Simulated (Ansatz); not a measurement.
Consider a formation energy from the elements of CSe2 and its elements (the Ansatz DFT code, driven from Python).

`cse2_cse2.cif`
```cif
data_CSe2
_cell_length_a 4.659608
_cell_length_b 4.659608
_cell_length_c 9.462652
_cell_angle_alpha 90.00000
_cell_angle_beta 90.00000
_cell_angle_gamma 79.98850
_symmetry_space_group_name_H-M 'P 1'
_symmetry_Int_Tables_number 1
loop_
_symmetry_equiv_pos_as_xyz
'x, y, z'
loop_
_atom_site_label
_atom_site_type_symbol
_atom_site_fract_x
_atom_site_fract_y
_atom_site_fract_z
C1 C    0.500000    0.500000    0.500000
C2 C    0.000000    0.000000    0.000000
Se3 Se    0.712422    0.287578    0.620615
Se4 Se    0.287578    0.712422    0.379385
Se5 Se    0.787578    0.212422    0.120615
Se6 Se    0.212422    0.787578    0.879385
```

`cse2_c.vasp`
```text
C
1.0
   1.22802871    0.70900271    3.34701145
  -1.22802871    0.70900271    3.34701145
   0.00000000   -1.41800541    3.34701145
C
2
Direct
   0.83600000    0.83600000    0.83600000
   0.16400000    0.16400000    0.16400000
```

Contents of `cse2_se.vasp`:
```text
Se
1.0
   4.36620000    0.00000000    0.00000000
  -2.18310000    3.78124012    0.00000000
   0.00000000    0.00000000    4.95360000
Se
3
Direct
   0.22540000    0.00000000    0.33333333
   0.00000000    0.22540000    0.66666667
   0.77460000    0.77460000    0.00000000
```

`formation_cse2.py`
```python
from collections import Counter
from dataclasses import dataclass
import warnings

import ansatz as az
from ase.io import read
import numpy as np


@dataclass
class Options:
    functional: str = "r2scan"
    ecut: int = 620
    k_spacing: float = 0.3
    occupations: str = "fermi_dirac"
    smearing_width: float = 0.05


cfg = Options()


def solve(name, crystal):
    calc = (
        crystal.calculation()
        .functional(cfg.functional)
        .basis(cfg.ecut)
        .kpoints(spacing=cfg.k_spacing)
        .occupations(cfg.occupations, width=cfg.smearing_width)
        .stress()
    )
    calc = calc.relax(force_tolerance=0.01, cell=True)
    return calc.run(threads=1, pin="off")


def counts(outcome):
    return Counter(site.symbol for site in outcome.lattice.sites)

def formation_energy(outcome, mu):
    n = counts(outcome)
    return (outcome.report["energy_sigma0_ev"] - sum(k * mu[element] for element, k in n.items())) / sum(n.values())


def volume_per_atom(outcome):
    return abs(np.linalg.det(outcome.lattice.cell_ang)) / len(outcome.lattice.sites)

warnings.simplefilter("ignore", az.DeckWarning)

phases = {}
atoms = read("cse2_cse2.cif")
cse2 = az.Crystal.from_ase(atoms)
phases["CSe2"] = cse2
atoms = read("cse2_c.vasp", format="vasp")
c = az.Crystal.from_ase(atoms)
phases["C"] = c
atoms = read("cse2_se.vasp", format="vasp")
se = az.Crystal.from_ase(atoms)
phases["Se"] = se

done = {name: solve(name, crystal) for name, crystal in phases.items()}

references = {"C": "C", "Se": "Se"}
mu = {element: done[name].report["energy_sigma0_ev"] / len(done[name].lattice.sites) for element, name in references.items()}

target = done["CSe2"]
heat = formation_energy(target, mu)
for element, value in mu.items():
    print(f"mu({element}) = {value:.4f} eV from {references[element]}, {volume_per_atom(done[references[element]]):.2f} A^3/atom")
print(f"formation energy of CSe2: {heat:.4f} eV/atom = {96.4853 * heat:.1f} kJ/mol of atoms")
```

Is CSe2 bound against its elements at this level, and by how much?

The formation energy is +0.661 eV an atom (+63.7 kJ per mole of atoms), so CSe2 lies above the reference phases.

What the script printed:

```console
$ python formation_cse2.py
mu(C) = -251.6706 eV from C, 9.21 A^3/atom
mu(Se) = -5478.1269 eV from Se, 29.26 A^3/atom
formation energy of CSe2: 0.6606 eV/atom = 63.7 kJ/mol of atoms
```

Reading the output:
- Total energies depend on the potentials; only differences at equal settings carry meaning.
- The cells come from databases of deposited and of computed structures, and not all need be stable phases.
- The compound is the structure given, not necessarily its lowest; energies are at zero temperature, with no correction for gases. A semilocal functional's error on such energies is often 0.05 to 0.1 eV an atom, and 0.1 to 0.3 eV against gases such as O2 or F2.
- The whole script took 4.8 min on 1 thread of Arm Neoverse V2, with other jobs on the host, peak memory 1.2 GiB.

(Lines on the test bed's own set-up are left out of the output.)
